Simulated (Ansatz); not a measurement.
# Ca3Y3Au: from a guess to a relaxed structure

Aim: relax a trial structure of Ca3Y3Au and see where it ends.

Method: DFT PBE, scalar-relativistic, plane waves, PAW, in Ansatz 0.2.0.

**1. Starting point**

The structure is cubic, space group Pm-3m (No. 221). Conventional cell: a = 5.566 Å, b = 5.566 Å, c = 5.566 Å, α = 90.00°, β = 90.00°, γ = 90.00°. Ca (site symmetry 4/mmm) has 4 Y at 2.78 Å as nearest neighbours. Y (site symmetry 4/mmm) is surrounded by 4 Ca at 2.78 Å and 2 Au at 2.78 Å. Au (site symmetry m-3m) has 6 Y at 2.78 Å as nearest neighbours.

Structure file:

```
CELL_PARAMETERS angstrom
5.56558 0.00000 0.00000
0.00000 5.56558 0.00000
0.00000 0.00000 5.56558
ATOMIC_POSITIONS crystal
Ca 0.00000 0.50000 0.00000
Ca 0.50000 0.00000 0.00000
Ca 0.00000 0.00000 0.50000
Y 0.00000 0.50000 0.50000
Y 0.50000 0.50000 0.00000
Y 0.50000 0.00000 0.50000
Au 0.50000 0.50000 0.50000
```

Recipe of the guess: species swapped into a database cell of Ce3GaBr3 (Pm-3m, No. 221), with Y on the Ce sites, Au on the Ga sites and Ca on the Br sites. The dimensions are guesses.

**2. The guess as it stands, on a coarse mesh**

Contents of input.yaml:

```yaml
crystal:
  lattice:
    - [5.56558354, 0.0, 0.0]
    - [0.0, 5.56558354, 0.0]
    - [0.0, 0.0, 5.56558354]
  atoms:
    - { symbol: Ca, position: [0.0, 0.5, 0.0] }
    - { symbol: Ca, position: [0.5, 0.0, 0.0] }
    - { symbol: Ca, position: [0.0, 0.0, 0.5] }
    - { symbol: "Y", position: [0.0, 0.5, 0.5] }
    - { symbol: "Y", position: [0.5, 0.5, 0.0] }
    - { symbol: "Y", position: [0.5, 0.0, 0.5] }
    - { symbol: Au, position: [0.5, 0.5, 0.5] }
basis:
  ecutwfc: 420
kpoints:
  mp_grid: { grid: [4, 4, 4] }
hamiltonian:
  xc: pbe
scf:
  occupations: { method: gaussian, width: 0.1 }
  lower_state_search: "off"
output:
  forces: true
  stress: true
  eigenvalues: true
```

The run is started by

```bash
$ ansatz run input.yaml --threads 1 --pin off --max-ram 2048MiB --backend cpu --events-out ev --progress --plain --runs-dir out
```

Further runs follow: a loose first relaxation; full relaxation.

What does the calculation give? Wanted: conventional cell; volume; energy over the elements; gap on the mesh.

The runs gave:

| quantity | value |
| --- | --- |
| symmetry at the end (tolerance 0.05 Å) | space group Pm-3m (No. 221) |
| conventional cell | a = 6.307 Å, b = 6.307 Å, c = 6.307 Å, α = 90.00°, β = 90.00°, γ = 90.00° |
| volume | 35.85 Å³/atom |
| energy over the elements | +0.55 eV/atom |
| gap on the mesh | none (metal) |

**Reading.** The space group Pm-3m (No. 221) is kept, and the volume per atom grows by 45.6 % from the first guess. With a positive formation energy it can't be a ground state. No finished test with a distortion of lower symmetry is shown, so the end may be a saddle point. Spin-orbit coupling is left out for Au.
